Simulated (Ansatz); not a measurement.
What does this script print? It uses the Ansatz DFT code, driven from Python.

The script, `scan_ch5fge.py`:
```python
"""Stretching a bond of CH5FGe, the rest held rigid."""

import ansatz as az
import numpy as np

GEOMETRY = """
F    -1.13230    1.33740   -0.69000
C    -0.58690    0.14020   -0.82800
Ge    0.50180   -0.19580    0.71310
H     0.11650    0.13560   -1.74670
H    -1.36390   -0.64700   -0.91540
H    -0.34060   -0.15590    2.00480
H     1.23090   -1.58570    0.58850
H     1.66650    0.91410    0.81790
"""


def main() -> None:
    geometry = az.Crystal.molecule()
    for line in GEOMETRY.strip().splitlines():
        symbol, *xyz = line.split()
        geometry = geometry.atom(symbol, [float(v) for v in xyz])

    symbols = [site.symbol for site in geometry.cartesian_sites]
    start = np.array([site.position_ang for site in geometry.cartesian_sites])
    axis = (start[6] - start[2]) / np.linalg.norm(start[6] - start[2])
    moving = [6]
    lengths, energies = [1.34, 1.45, 1.57, 1.73, 1.97, 2.36, 2.83, 3.46], []
    for length in lengths:
        xyz = start.copy()
        xyz[moving] += (length - np.linalg.norm(start[6] - start[2])) * axis
        point = az.Crystal.molecule()
        for symbol, place in zip(symbols, xyz):
            point = point.atom(symbol, place.tolist())
        base = point.calculation().basis(gaussian="def2-SVP").correlation("mp2")
        report = base.run().report
        energies.append(report["free_energy_ev"])
        print(f"r = {length:6.3f} A  E = {energies[-1]:.5f} eV  <S^2> = {abs(report['mean_field']['state']['spin_squared']):.3f}")

    print("energy above the lowest point (eV):", [round(e - min(energies), 3) for e in energies])


if __name__ == "__main__":
    main()
```

```console
$ python scan_ch5fge.py
r =  1.340 A  E = -60292.83445 eV  <S^2> = 0.000
r =  1.450 A  E = -60293.20447 eV  <S^2> = 0.000
r =  1.570 A  E = -60293.25578 eV  <S^2> = 0.000
r =  1.730 A  E = -60292.99416 eV  <S^2> = 0.000
r =  1.970 A  E = -60292.28119 eV  <S^2> = 0.000
r =  2.360 A  E = -60290.97864 eV  <S^2> = 0.000
r =  2.830 A  E = -60289.67081 eV  <S^2> = 0.000
r =  3.460 A  E = -60288.54658 eV  <S^2> = 0.000
energy above the lowest point (eV): [0.421, 0.051, 0.0, 0.262, 0.975, 2.277, 3.585, 4.709]
```

Reading the output:
- Total energies depend on the basis set; only differences at equal settings carry meaning.
- The rest of the molecule is held rigid at a force-field or estimated start geometry, and the basis set is modest; single-reference methods fail as a bond breaks.
- The orbitals are restricted, so S² is zero by construction.
- Toward dissociation an unrestricted state can lie under the restricted one, by tenths of an eV for polar bonds under a functional and by 1 to 2 eV or more for others.
- S² is that of the Hartree-Fock reference.
- Hardware and time: 12 s on 1 thread of Arm Neoverse V1, on a shared host, peak memory 0.24 GiB.
